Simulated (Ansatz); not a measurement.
Working through a comparison of norm-conserving and PAW potentials of AlRu, space group Pm-3m

Program: the Ansatz DFT code, driven from Python.

The cells in order, each with its output:

```python
import ansatz as az
import numpy as np
from pymatgen.core import Lattice, Structure
from pymatgen.io.ase import AseAtomsAdaptor
```

```python
def count_gap(report):
    # lowest empty less highest filled band, counting bands; zero where they overlap
    return max(report.get('gap_by_band_count_ev') or 0.0, 0.0)

pmg_structure = Structure(
    Lattice([(2.9916, 0.0, 0.0), (0.0, 2.9916, 0.0), (0.0, 0.0, 2.9916)]),
    ['Al', 'Ru'],
    [
        (0.0, 0.0, 0.0),
        (0.5, 0.5, 0.5),
    ],
)
system = az.Crystal.from_ase(AseAtomsAdaptor.get_atoms(pmg_structure))
```

```python
system.resolved().tree()['lattice']
```

    ((2.9916, 0.0, 0.0), (0.0, 2.9916, 0.0), (0.0, 0.0, 2.9916))

```python
calc = system.calculation()
calc = calc.functional('pbe')
calc = calc.kpoints(mesh=(6, 6, 6)).occupations('gaussian', width=0.05)
calc = calc.mixing('anderson', beta=0.1)
calc = calc.scf(extra_bands=12).stress()
calc = calc.forces().band_table()
variants = {
    'PAW': calc.pseudopotentials('paw'),
    'norm-conserving': calc.pseudopotentials('nc'),
}
rows = []
for label, variant in variants.items():
    data = variant.run(threads=1, backend='cpu').report
    levels = np.array(data['eigenvalues_ev'][0]) - data['fermi_energy_ev']
    print(label, 'levels at the first k-point near E_F:', np.round(levels[np.abs(levels) < 5], 3))
    rows.append((label, data['n_electrons'], np.trace(data['stress_gpa']) / 3, count_gap(data)))
print('     treatment  electrons in bands           P GPa  gap by band count eV')
for row in rows:
    print(f'{str(row[0]):>14s}  {row[1]:18.1f}  {row[2]:14.3f}  {row[3]:20.3f}')
```

    DeckWarning: basis.ecutwfc = 420 eV, auto-derived from the records' recommended cutoffs: set by Al (normal level)
    PAW levels at the first k-point near E_F: [-3.42  -3.42   0.304  0.304  0.304]
    DeckWarning: basis.ecutwfc = 1142.878222 eV, auto-derived from the records' recommended cutoffs: set by Ru (normal level)
    norm-conserving levels at the first k-point near E_F: [-3.421 -3.421  0.305  0.305  0.305]
         treatment  electrons in bands           P GPa  gap by band count eV
               PAW                19.0           2.473                 0.000
    norm-conserving                19.0           2.451                 0.000

PAW gives 2.473 GPa and norm-conserving 2.451 GPa, 0.022 GPa apart. They took 0.6 and 2.4 s of processor time.

The settings weren't tested for convergence. The run is spin-unpolarised. The mesh is modest for a metal, so energies can be off by several to tens of meV an atom and pressures by half a GPa or more; differences at equal mesh fare better. A gap by band count of zero or less means overlapping bands, a metal, and at an odd count of electrons it is no gap at all. The starting cell is as deposited in a crystallographic database; the results hold for this polymorph, which needn't be the stable one. Levels are Kohn-Sham eigenvalues on this mesh, without spin-orbit coupling. Warnings are shown shortened and without file and line. Stress is positive in compression. Timing: 3.9 s on 1 thread of Arm Neoverse V2, with other jobs on the host, peak memory 0.44 GiB.
